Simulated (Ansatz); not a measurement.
**SVWN5/def2-SVPD run of CH3AlF2 (SMILES [CH3][Al]([F])[F])**

What is the energy change on altering one bond length of CH3AlF2 at SVWN5/def2-SVPD? 

The results are computed with Ansatz 0.2.0.

46 further runs of the same task are left out: 46 set aside as unsound or not needed.

**1. The structure to begin with**

The species is CH3AlF2 (7 atoms), meant as a singlet with charge 0. As SMILES, `[CH3][Al]([F])[F]`. Geometry: relaxed at PBE0-D4/def2-TZVP.

Bond lengths: C1–Al2 1.926 Å, Al2–F3 1.644 Å, Al2–F4 1.644 Å, C1–H5 1.091 Å, C1–H6 1.093 Å, C1–H7 1.093 Å. Angles: C1–Al2–F3 121.5°, C1–Al2–F4 122.4°, F3–Al2–F4 116.1°, Al2–C1–H5 111.8°, Al2–C1–H6 110.6°, Al2–C1–H7 110.6°, H5–C1–H6 108.4°, H5–C1–H7 108.4°, H6–C1–H7 106.8°.

**2. The energy at SVWN5/def2-SVPD**

File molecule.yaml:

```yaml
crystal:
  periodic: [false, false, false]
  atoms:
    - {symbol: C, position_ang: [-0.253600, 0.825900, -0.238700]}
    - {symbol: Al, position_ang: [0.293100, -0.956200, 0.245500]}
    - {symbol: F, position_ang: [1.513200, -1.219500, 1.315500]}
    - {symbol: F, position_ang: [-0.423400, -2.297600, -0.378600]}
    - {symbol: H, position_ang: [-1.075800, 0.816000, -0.956100]}
    - {symbol: H, position_ang: [-0.573400, 1.384500, 0.645100]}
    - {symbol: H, position_ang: [0.581100, 1.378900, -0.678200]}
basis:
  gaussian:
    orbitals: def2-SVPD
output: {orbitals: {seedname: orbitals}}
accuracy: high
hamiltonian:
  xc: {name: SVWN5}
```

Command:

```
ansatz run molecule.yaml --threads 1 --pin off --max-ram 3480MiB --events-out events.jsonl --progress --plain --runs-dir runs
```

The program printed:

```text
Warning: RAYON_NUM_THREADS=1 ignored (pool sized by the plan → 1); use --threads N
Functional definition: SVWN5
  name "SVWN5"
  exchange = slater_x
  correlation = vwn5_c
2236 factors; integrals over basis functions are off by at most 3.2e-9 eV
mean field evaluation 1: about -13029.0399 eV, gradient 7.7e1 eV
mean field evaluation 2: about -13000.2286 eV, gradient 1.4e2 eV
mean field evaluation 4: about -13040.7643 eV, gradient 1.1e1 eV
mean field evaluation 8: about -13041.0229 eV, gradient 1.6e-1 eV
mean field evaluation 16: about -13041.0229 eV, gradient 5.1e-6 eV
mean field -13041.02291729 eV, -479.2487526878 hartree, gradient 3.3e-8 eV, S^2 0.000000; 0 other end points of the search recorded, 0 dependent functions left out
reference -13041.02292190 eV, -479.2487528570 hartree; 20, 20 occupied and 94, 94 virtual orbitals, 2236 factors
Total energy: -13041.02292190 eV, -479.2487528570 hartree
```

It took 5.7 s on 1 thread of Arm Neoverse V1, shared host; peak memory 0.31 GiB.

**3. The distorted shape at the same level**

File job.yaml:

```yaml
basis:
  gaussian:
    orbitals: def2-SVPD
crystal:
  periodic: [false, false, false]
  atoms:
    - {symbol: C, position_ang: [0.002233, 0.379033, -0.945720]}
    - {symbol: Al, position_ang: [0.548933, -1.403067, -0.461520]}
    - {symbol: F, position_ang: [1.769033, -1.666367, 0.608480]}
    - {symbol: F, position_ang: [-0.167567, -2.744467, -1.085620]}
    - {symbol: H, position_ang: [-0.819967, 0.369133, -1.663120]}
    - {symbol: H, position_ang: [-0.573400, 1.384500, 0.645100]}
    - {symbol: H, position_ang: [0.836933, 0.932033, -1.385220]}
hamiltonian:
  xc: {name: SVWN5}
accuracy: high
output: {orbitals: {seedname: orbitals}}
```

Command:

```
ansatz run job.yaml --threads 1 --pin off --max-ram 3480MiB --events-out events.jsonl --progress --plain --runs-dir runs
```

The program printed:

```text
Warning: RAYON_NUM_THREADS=1 ignored (pool sized by the plan → 1); use --threads N
[... 4 set-up lines as earlier in the session ...]
2276 factors; integrals over basis functions are off by at most 3.5e-9 eV
mean field evaluation 1: about -13022.6947 eV, gradient 8.0e1 eV
mean field evaluation 2: about -12978.2336 eV, gradient 1.5e2 eV
mean field evaluation 4: about -13036.5526 eV, gradient 2.2e1 eV
mean field evaluation 8: about -13037.7835 eV, gradient 4.6e-1 eV
mean field evaluation 16: about -13037.7839 eV, gradient 1.5e-5 eV
mean field -13037.78391980 eV, -479.1297217253 hartree, gradient 5.9e-8 eV, S^2 0.000000; 0 other end points of the search recorded, 0 dependent functions left out
reference -13037.78392457 eV, -479.1297219008 hartree; 20, 20 occupied and 94, 94 virtual orbitals, 2276 factors
Total energy: -13037.78392457 eV, -479.1297219008 hartree
```

It took 5.7 s on 1 thread of Arm Neoverse V1, shared host; peak memory 0.31 GiB.

**4. Summary of results**

At SVWN5/def2-SVPD:

```
                                                         quantity          value
                                        first shape: total energy  -479.24875 Eh
                                         first shape: HOMO energy       -8.19 eV
                                         first shape: LUMO energy       -1.69 eV
                                       first shape: HOMO–LUMO gap        6.50 eV
                                    distorted shape: total energy  -479.12972 Eh
                                     distorted shape: HOMO energy       -7.78 eV
                                     distorted shape: LUMO energy       -3.77 eV
                                   distorted shape: HOMO–LUMO gap        4.01 eV
energy change with the C1–H6 bond stretched from 1.093 to 1.968 Å       3.239 eV
```

What this shows: With the C1–H6 bond stretched from 1.093 to 1.968 Å the energy rises by 3.24 eV (313 kJ/mol). The first shape isn't relaxed at this level, so the change isn't measured from a minimum.
